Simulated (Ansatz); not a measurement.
# H5NOZn: the cost of one run

Method: RHF/def2-SVP, in Ansatz 0.2.0.

### Step 1. The starting structure

Bond lengths: Zn1–N2 2.255 Å, Zn1–O3 1.760 Å, N2–H6 1.015 Å, N2–H7 1.015 Å, O3–H8 0.956 Å. Angles: Zn1–N2–H6 125.3°, Zn1–N2–H7 123.1°, H6–N2–H7 105.6°, N2–Zn1–O3 141.8°, Zn1–O3–H8 115.8°.

Coordinates:

```xyz
8

Zn   -0.5502   -0.7790    0.3030
N     0.6765    0.8786   -0.6095
O    -0.6184   -1.8378    1.7071
H    -0.5939    0.9090   -1.0440
H    -1.4707    0.4584   -0.9958
H     1.3661    0.7619   -1.3450
H     0.9656    1.7027   -0.0922
H     0.2251   -2.0937    2.0763
```

### Step 2. A restrained relaxation towards end A

Springs on the bonds that form and break draw the guess towards this end; the thresholds are loose.

Contents of input.yaml:

```yaml
crystal:
  periodic: [false, false, false]
  atoms:
    - { symbol: Zn, position_ang: [-0.5502, -0.779, 0.303] }
    - { symbol: "N", position_ang: [0.6765, 0.8786, -0.6095] }
    - { symbol: O, position_ang: [-0.6184, -1.8378, 1.7071] }
    - { symbol: H, position_ang: [-0.5939, 0.909, -1.044] }
    - { symbol: H, position_ang: [-1.4707, 0.4584, -0.9958] }
    - { symbol: H, position_ang: [1.3661, 0.7619, -1.345] }
    - { symbol: H, position_ang: [0.9656, 1.7027, -0.0922] }
    - { symbol: H, position_ang: [0.2251, -2.0937, 2.0763] }
basis:
  gaussian: { orbitals: def2-SVP }
hamiltonian:
  xc: hf
relax:
  f_tol: 0.15
  max_steps: 25
  restrain:
    - { distance: [0, 4], at: 2.83, k: 30.0 }
    - { distance: [3, 1], at: 2.32, k: 30.0 }
    - { distance: [0, 1], at: 1.93, k: 30.0 }
    - { distance: [3, 4], at: 0.62, k: 30.0 }
```

On the command line:

```bash
> ansatz run input.yaml --threads 1 --pin off --max-ram 2048MiB --backend cpu --events-out ev --progress --plain --runs-dir out
```

What time and memory should one allow on 1 thread of Intel Xeon 6975P-C (Granite Rapids), shared host?

About 12 s, with a peak of 0.15 GiB.
